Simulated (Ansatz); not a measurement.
# Ta3AsAu2O13 (R3m) in Ansatz: notebook, part 2 of 2

Ansatz 0.2.0. Earlier steps stand in the parts before.

## Step 3: Band structure, revPBE

The input, input.yaml:

```yaml
crystal:
  lattice:
    - [5.24237, 3.02668, 4.14273]
    - [-5.24237, 3.02668, 4.14273]
    - [0.0, -6.05337, 4.14273]
  atoms:
    - { symbol: Ta, position: [0.23108, 0.57229, 0.23108] }
    - { symbol: Ta, position: [0.23108, 0.23108, 0.57229] }
    - { symbol: Ta, position: [0.57229, 0.23108, 0.23108] }
    - { symbol: As, position: [0.55878, 0.55878, 0.55878] }
    - { symbol: Au, position: [0.96559, 0.96559, 0.96559] }
    - { symbol: Au, position: [0.75105, 0.75105, 0.75105] }
    - { symbol: O, position: [0.40884, 0.66762, 0.40884] }
    - { symbol: O, position: [0.40884, 0.40884, 0.66762] }
    - { symbol: O, position: [0.66762, 0.40884, 0.40884] }
    - { symbol: O, position: [0.49726, 0.01313, 0.36024] }
    - { symbol: O, position: [0.36024, 0.49726, 0.01313] }
    - { symbol: O, position: [0.01313, 0.36024, 0.49726] }
    - { symbol: O, position: [0.36024, 0.01313, 0.49726] }
    - { symbol: O, position: [0.01313, 0.49726, 0.36024] }
    - { symbol: O, position: [0.49726, 0.36024, 0.01313] }
    - { symbol: O, position: [0.10963, 0.74806, 0.10963] }
    - { symbol: O, position: [0.10963, 0.10963, 0.74806] }
    - { symbol: O, position: [0.74806, 0.10963, 0.10963] }
    - { symbol: O, position: [0.3084, 0.3084, 0.3084] }
hamiltonian:
  xc: revpbe
  pseudopotentials: { kind: paw }
kpoints:
  mp_grid: { grid: [4, 4, 4] }
  band_path:
    path:
      - [0.0, 0.0, 0.0]
      - [0.4894532459, -0.5105467541, 0.4894532459]
      - [0.5, -0.5, 0.5]
      - [0.4789064917, 0.4789064917, 0.4789064917]
      - [0.0, 0.0, 0.0]
      - [0.5, -0.5, 0.0]
      - [0.5105467541, -0.4894532459, -0.4894532459]
      - [0.5210935083, -0.4789064917, -0.4789064917]
      - [0.5, 0.0, 0.0]
      - [0.5, -0.5, 0.5]
    npoints: 10
scf:
  occupations: { method: fermi_dirac, width: 0.05 }
  n_extra_bands: 47
output:
  forces: true
  stress: true
  eigenvalues: true
  fatbands: false
```

Potentials or basis: Ansatz PAW.

Launch:

```sh
$ ansatz run input.yaml --threads 8 --pin off --max-ram 20480MiB --backend cpu --events-out ev --progress --plain --runs-dir out
```

What it wrote:

```text
Warning: RAYON_NUM_THREADS=8 ignored (pool sized by the plan → 8); use --threads N
[... 100 lines left out ...]
  k-point 2: bands = ["-100.5360", "-100.4696", "-64.4865", "-64.4845", "-64.4845", "-52.4035", "-52.2218", "-51.8765", "-51.8765", "-51.8119", "-51.8119", "-33.7009", "-33.7009", "-33.5800", "-33.5800", "-33.5374", "-31.2646", "-31.2413", "-31.2412", "-31.1681", "-31.1620", "-31.1618", "-31.1161", "-31.0831", "-31.0831", "-18.1388", "-17.8936", "-17.8838", "-16.7079", "-15.0878", "-15.0813", "-14.3475", "-13.4113", "-13.3526", "-13.0680", "-11.6772", "-11.6755", "-11.1562", "-7.0927", "-3.8151", "-3.2527", "-3.2294", "-2.9215", "-2.9048", "-2.7612", "-2.1880", "-2.1716", "-1.5011", "-1.3672", "-1.3669", "-1.2750", "-1.0874", "-1.0320", "-0.7994", "-0.6366", "-0.4137", "-0.2256", "0.0000", "0.0432", "0.2404", "0.3943", "0.5477", "0.6070", "0.6296", "0.7707", "0.8335", "0.9574", "1.0938", "1.1971", "1.2790", "1.2978", "1.4008", "1.4020", "1.5444", "1.8526", "2.0469", "2.0726", "2.2635", "2.3050", "2.4936", "2.8135", "2.8498", "3.0306", "3.0378", "3.3724", "4.6257", "6.2929", "6.3582", "6.5755", "6.8006", "7.0885", "7.2024", "7.2923", "7.8233", "7.8998", "8.1457", "8.3261", "8.6509", "8.7421", "8.7863", "8.8380", "9.1821", "9.4709", "9.5480", "10.2057", "10.4608", "10.5013", "10.8383", "11.2188", "11.5898", "11.6274", "12.3474", "12.3684", "12.5095", "12.8314", "12.9602", "13.2705", "13.5675", "13.6742", "13.8067", "14.1439", "14.4097", "14.7326", "14.7868", "15.1860", "15.7894", "15.8892", "15.9404", "16.0227", "16.1481", "16.3496", "17.1073"]
  k-point 12: bands = ["-100.5360", "-100.4696", "-64.4865", "-64.4845", "-64.4845", "-52.4035", "-52.2218", "-51.8765", "-51.8765", "-51.8119", "-51.8119", "-33.7009", "-33.7009", "-33.5800", "-33.5800", "-33.5374", "-31.2647", "-31.2411", "-31.2411", "-31.1684", "-31.1618", "-31.1618", "-31.1160", "-31.0831", "-31.0831", "-18.1227", "-17.8931", "-17.8931", "-16.7305", "-15.0759", "-15.0759", "-14.3518", "-13.3536", "-13.3536", "-13.1204", "-11.6764", "-11.6764", "-11.1580", "-7.0947", "-3.8162", "-3.2382", "-3.2382", "-2.9322", "-2.9322", "-2.7060", "-2.2583", "-2.2583", "-1.5436", "-1.3719", "-1.1601", "-1.1601", "-1.0929", "-1.0929", "-0.8819", "-0.4001", "-0.1810", "-0.1810", "-0.1260", "-0.1260", "0.2382", "0.2382", "0.5335", "0.5529", "0.5529", "0.6320", "0.8388", "1.1801", "1.1801", "1.2255", "1.2255", "1.2796", "1.3423", "1.3423", "1.3497", "1.9217", "2.1605", "2.1605", "2.3249", "2.3249", "2.3841", "2.7454", "2.7454", "3.2437", "3.2437", "3.3488", "4.4861", "6.3980", "6.3980", "6.5241", "6.8430", "7.0062", "7.0062", "7.4911", "7.5584", "7.5584", "8.1644", "8.1644", "8.6051", "8.6051", "8.7240", "8.9690", "9.4919", "9.4919", "10.0892", "10.6693", "10.6762", "10.6762", "11.0556", "11.1869", "11.2252", "11.2252", "11.6806", "12.5431", "12.5431", "12.7401", "12.9487", "13.2023", "13.2023", "14.3055", "14.3055", "14.6492", "14.8535", "14.8535", "14.9226", "15.5172", "15.5172", "15.5606", "15.6274", "15.6274", "15.9881", "15.9881", "16.8440"]
```

Run time: 27 s. Hardware: 8 threads of Intel Xeon 6975P-C (Granite Rapids), shared host; peak memory 3.9 GiB.

What came out:

- Free energy: -68389.5191 eV
- Pressure: 1.6 GPa
- Largest force: 0.163 eV/Å
- Band gap on the k mesh: 1.10 eV, indirect (least direct gap 1.14 eV)
- Band gap along the path: 1.10 eV, indirect (least direct gap 1.14 eV)

Forces in eV/Å, atoms in the order of the input:
```
Ta  -0.015  0.009 -0.002
Ta   0.000 -0.018 -0.002
Ta   0.015  0.009 -0.002
As   0.000  0.000  0.035
Au   0.000  0.000  0.052
Au   0.000  0.000  0.002
O   -0.049  0.028  0.058
O    0.000 -0.057  0.058
O    0.049  0.028  0.058
O    0.142  0.074 -0.025
O   -0.135  0.086 -0.025
O   -0.007 -0.160 -0.025
O    0.007 -0.160 -0.025
O   -0.142  0.074 -0.025
O    0.135  0.086 -0.025
O   -0.006  0.004  0.000
O    0.000 -0.007  0.000
O    0.006  0.004  0.000
O    0.000  0.000 -0.107
```

Levels at the corners of the path, in eV from the valence-band top:
| point | band 83 | band 84 | band 85 | band 86 | band 87 | band 88 |
| --- | --- | --- | --- | --- | --- | --- |
| Γ | -0.14 | -0.14 | -0.06 | 1.13 | 3.02 | 3.02 |
| P | -0.14 | -0.14 | -0.03 | 1.10 | 3.02 | 3.02 |
| Z | -0.14 | -0.14 | -0.03 | 1.10 | 3.02 | 3.02 |
| Q | -0.14 | -0.14 | -0.03 | 1.11 | 3.02 | 3.02 |
| Γ | -0.14 | -0.14 | -0.06 | 1.13 | 3.02 | 3.02 |
| F | -0.34 | -0.33 | 0.00 | 1.21 | 2.91 | 3.00 |
| P1 | -0.14 | -0.14 | -0.03 | 1.10 | 3.02 | 3.02 |
| Q1 | -0.14 | -0.14 | -0.03 | 1.11 | 3.02 | 3.02 |
| L | -0.35 | -0.34 | -0.01 | 1.24 | 2.91 | 2.98 |
| Z | -0.14 | -0.14 | -0.03 | 1.10 | 3.02 | 3.02 |

Caveat: the pressure holds a Pulay correction of +0.4 GPa for the finite cutoff; spin-orbit coupling is left out, which moves the levels of the heavy elements; the PAW data sets come from PBE, with cores solved anew for the run's functional, which leaves a small shift of forces and pressure.

## Step 4: Band structure, PBE

Changes to input.yaml since step 3:

```diff
@@ -26,3 +26,3 @@
 hamiltonian:
-  xc: revpbe
+  xc: pbe
   pseudopotentials: { kind: paw }
@@ -51 +51,5 @@
   fatbands: false
+  write_density: true
+  write_potential: true
+  elf: true
+  volumetric_format: npy
```

Potentials or basis: Ansatz PAW.

Launch:

```sh
$ ansatz run input.yaml --threads 8 --pin off --max-ram 20480MiB --backend cpu --events-out ev --progress --plain --runs-dir out
```

What it wrote:

```text
Warning: RAYON_NUM_THREADS=8 ignored (pool sized by the plan → 8); use --threads N
[... 94 lines left out ...]
  k-point 1: bands = ["-100.6865", "-100.6428", "-64.5769", "-64.5748", "-64.5748", "-52.5370", "-52.3673", "-52.0024", "-52.0024", "-51.9584", "-51.9584", "-33.8225", "-33.8225", "-33.7026", "-33.7026", "-33.6610", "-31.3607", "-31.3343", "-31.3342", "-31.2609", "-31.2570", "-31.2569", "-31.2110", "-31.1786", "-31.1786", "-18.2175", "-17.9607", "-17.9558", "-16.7808", "-15.1432", "-15.1399", "-14.4203", "-13.4439", "-13.4117", "-13.1487", "-11.7292", "-11.7284", "-11.2035", "-7.2214", "-3.9719", "-3.3896", "-3.3779", "-3.0486", "-3.0372", "-2.8936", "-2.3293", "-2.3237", "-1.6606", "-1.5239", "-1.4949", "-1.3350", "-1.2172", "-1.1905", "-0.9770", "-0.7294", "-0.5343", "-0.4644", "-0.1367", "-0.1274", "0.2051", "0.2308", "0.3992", "0.4549", "0.4922", "0.5846", "0.7067", "0.8560", "0.9318", "1.0183", "1.1822", "1.1887", "1.2881", "1.2930", "1.3815", "1.7392", "1.9136", "1.9151", "2.1427", "2.1742", "2.4219", "2.6384", "2.6617", "2.9957", "3.0171", "3.2329", "4.4137", "6.1846", "6.2125", "6.4182", "6.6430", "6.8961", "6.9962", "7.1765", "7.6433", "7.7201", "7.9655", "8.0037", "8.4405", "8.5120", "8.5684", "8.7116", "9.0406", "9.2023", "9.2063", "9.9401", "10.0034", "10.3471", "10.4154", "11.2891", "11.3710", "11.5951", "11.8839", "12.1031", "12.1090", "12.7626", "12.7742", "12.9306", "13.3102", "13.6150", "13.6758", "13.8287", "14.2125", "14.5216", "14.5507", "14.7204", "14.7629", "15.1106", "15.7342", "15.8172", "16.0155", "16.1477", "16.3500"]
  k-point 2: bands = ["-100.6865", "-100.6428", "-64.5769", "-64.5748", "-64.5748", "-52.5370", "-52.3673", "-52.0024", "-52.0024", "-51.9584", "-51.9584", "-33.8225", "-33.8225", "-33.7026", "-33.7026", "-33.6610", "-31.3607", "-31.3343", "-31.3342", "-31.2610", "-31.2570", "-31.2568", "-31.2110", "-31.1787", "-31.1786", "-18.2115", "-17.9659", "-17.9558", "-16.7850", "-15.1431", "-15.1365", "-14.4143", "-13.4714", "-13.4117", "-13.1259", "-11.7296", "-11.7279", "-11.2042", "-7.2215", "-3.9627", "-3.3961", "-3.3722", "-3.0581", "-3.0406", "-2.9047", "-2.3328", "-2.3185", "-1.6429", "-1.5104", "-1.5091", "-1.4185", "-1.2332", "-1.1736", "-0.9401", "-0.7745", "-0.5539", "-0.3584", "-0.1287", "-0.0833", "0.0999", "0.2549", "0.4132", "0.4788", "0.4991", "0.6314", "0.6978", "0.8193", "0.9631", "1.0716", "1.1780", "1.1954", "1.2624", "1.2671", "1.4088", "1.7291", "1.9182", "1.9441", "2.1382", "2.1779", "2.3679", "2.6780", "2.7187", "2.8974", "2.9051", "3.2438", "4.4660", "6.1252", "6.1924", "6.4205", "6.6236", "6.8871", "7.0176", "7.0772", "7.6439", "7.7244", "7.9707", "8.1270", "8.4849", "8.5573", "8.6112", "8.6485", "8.9723", "9.2752", "9.3219", "9.9455", "10.2214", "10.2834", "10.5595", "11.0087", "11.2946", "11.4224", "12.0864", "12.0961", "12.1995", "12.5394", "12.7210", "12.9908", "13.2372", "13.3783", "13.5151", "13.8594", "14.0981", "14.4198", "14.4575", "14.8697", "15.4876", "15.5413", "15.6375", "15.6931", "15.8438", "16.0305", "16.8095"]
  k-point 12: bands = ["-100.6865", "-100.6428", "-64.5769", "-64.5748", "-64.5748", "-52.5370", "-52.3673", "-52.0024", "-52.0024", "-51.9584", "-51.9584", "-33.8225", "-33.8225", "-33.7026", "-33.7026", "-33.6610", "-31.3608", "-31.3342", "-31.3342", "-31.2613", "-31.2568", "-31.2568", "-31.2109", "-31.1787", "-31.1787", "-18.1950", "-17.9653", "-17.9653", "-16.8081", "-15.1310", "-15.1310", "-14.4185", "-13.4127", "-13.4127", "-13.1794", "-11.7288", "-11.7288", "-11.2061", "-7.2238", "-3.9633", "-3.3813", "-3.3813", "-3.0692", "-3.0692", "-2.8468", "-2.4065", "-2.4065", "-1.6781", "-1.5195", "-1.3038", "-1.3038", "-1.2337", "-1.2337", "-1.0291", "-0.5313", "-0.3153", "-0.3153", "-0.2655", "-0.2655", "0.1107", "0.1107", "0.3981", "0.4155", "0.4155", "0.4987", "0.6977", "1.0617", "1.0617", "1.0989", "1.0989", "1.1392", "1.2066", "1.2281", "1.2281", "1.7999", "2.0326", "2.0326", "2.1998", "2.1998", "2.2570", "2.6119", "2.6119", "3.1112", "3.1112", "3.2206", "4.3285", "6.2350", "6.2350", "6.3684", "6.6634", "6.8203", "6.8203", "7.2905", "7.3459", "7.3459", "7.9559", "7.9559", "8.4423", "8.4423", "8.5628", "8.7650", "9.3078", "9.3078", "9.8722", "10.4478", "10.4478", "10.4919", "10.7651", "10.9291", "10.9298", "10.9298", "11.4212", "12.3152", "12.3152", "12.4747", "12.6477", "12.9513", "12.9513", "14.0097", "14.0097", "14.3751", "14.5121", "14.5121", "14.5447", "15.1761", "15.1761", "15.2140", "15.3199", "15.3199", "15.6386", "15.6386", "16.5469"]
```

rho_z.tsv:

```text
# z_ang	rho[e/angstrom^3]
# format = ansatz-planar-average/11
# lattice	5.242369656	3.026681865	4.142731218
# lattice	-5.242369656	3.026681865	4.142731218
# lattice	0.000000000	-6.053368731	4.142727565
# sites	19
# site	73	-1.788748950	1.032732964	4.285447464
# site	73	0.000000000	-2.065471100	4.285446218
# site	73	1.788748950	1.032732964	4.285447464
# site	33	0.000000000	-0.000002794	6.944624008
# site	79	0.000000000	-0.000004828	12.000535982
# site	79	0.000000000	-0.000003755	9.334192100
[... 11 lines left out ...]
# site	8	3.346886059	1.932323955	4.007346361
# site	8	0.000000000	-0.000001542	3.832853796
0.000000	5.331954e-1
0.146704	4.996153e-1
0.293409	4.549123e-1
0.440113	4.151055e-1
0.586818	3.906768e-1
0.733522	3.816375e-1
[... 42 lines left out ...]
7.041812	4.725112e-1
7.188516	5.286270e-1
```

Run time: 26 s. Hardware: 8 threads of Intel Xeon 6975P-C (Granite Rapids), shared host; peak memory 4.1 GiB.

What came out:

```yaml
Free_energy: -68320.7383 eV
Pressure: 0.0 GPa
Largest_force: 0.007 eV/Å
Band_gap_on_the_k_mesh: 1.07 eV, indirect (least direct gap 1.11 eV)
Band_gap_along_the_path: 1.07 eV, indirect (least direct gap 1.11 eV)
```

Forces in eV/Å, atoms in the order of the input:
```
Ta   0.001 -0.001 -0.001
Ta   0.000  0.002 -0.001
Ta  -0.001 -0.001 -0.001
As   0.000  0.000  0.007
Au   0.000  0.000  0.002
Au   0.000  0.000  0.000
O   -0.003  0.002 -0.002
O    0.000 -0.003 -0.002
O    0.003  0.002 -0.002
O    0.002  0.003  0.001
O   -0.004  0.000  0.001
O    0.002 -0.003  0.001
O   -0.002 -0.003  0.001
O   -0.002  0.003  0.001
O    0.004  0.000  0.001
O   -0.002  0.001 -0.001
O    0.000 -0.003 -0.001
O    0.002  0.001 -0.001
O    0.000  0.000 -0.002
```

Levels at the corners of the path, in eV from the valence-band top:
```tsv
point	band 82	band 83	band 84	band 85	band 86	band 87	band 88	band 89
Γ	-0.63	-0.14	-0.14	-0.06	1.10	2.99	2.99	3.16
P	-0.64	-0.14	-0.14	-0.03	1.08	2.98	2.98	3.11
Z	-0.64	-0.14	-0.14	-0.03	1.07	2.98	2.98	3.11
Q	-0.64	-0.14	-0.14	-0.03	1.08	2.98	2.98	3.11
Γ	-0.63	-0.14	-0.14	-0.06	1.10	2.99	2.99	3.16
F	-0.54	-0.34	-0.34	0.00	1.18	2.87	2.96	3.15
P1	-0.64	-0.14	-0.14	-0.03	1.08	2.98	2.98	3.11
Q1	-0.64	-0.14	-0.14	-0.03	1.08	2.98	2.98	3.11
L	-0.53	-0.36	-0.35	-0.01	1.21	2.87	2.94	3.17
Z	-0.64	-0.14	-0.14	-0.03	1.07	2.98	2.98	3.11
```

Caveat: the pressure holds a Pulay correction of +0.4 GPa for the finite cutoff; spin-orbit coupling is left out, which moves the levels of the heavy elements.

## Step 5: For comparison

An earlier run on the cell as given: functional PBE; potentials or basis Ansatz PAW; cutoff 420 eV (not typed: the program's choice for these potentials); k mesh 4 × 4 × 4; occupations fermi-dirac, width 0.05 eV; no spin polarisation.

* Pressure: 0.0 GPa
* Largest force: 0.007 eV/Å
* Band gap on the k mesh: 1.07 eV, indirect (least direct gap 1.11 eV)

## Step 6: The runs side by side

```csv
task,level,points for each segment of the path,gap on the mesh (eV),pressure (GPa),largest force (eV/Å)
electric field gradients,PBE,-,1.07,0.0,0.01
band structure,revPBE,10,1.10,1.6,0.16
band structure,PBE,10,1.07,0.0,0.01
single point,PBE,-,1.07,0.0,0.01
```

Alike in all rows: potentials or basis Ansatz PAW; no spin polarisation; cell as given; k mesh 4 × 4 × 4; cutoff (eV) 420; smearing fermi-dirac 0.05 eV.

On the cell as given the gap runs from 1.07 eV (PBE) to 1.10 eV (revPBE). The pressure there spans 0.0 GPa (PBE) to 1.6 GPa (revPBE); a positive pressure means that this level wants a larger cell, a negative one a smaller.

Caveats: spin-orbit coupling is left out, which moves the levels of the heavy elements; the PAW data sets come from PBE, with cores solved anew for the run's functional, which leaves a small shift of forces and pressure (some runs).

Absolute energies hang on the potentials; compare differences alone.
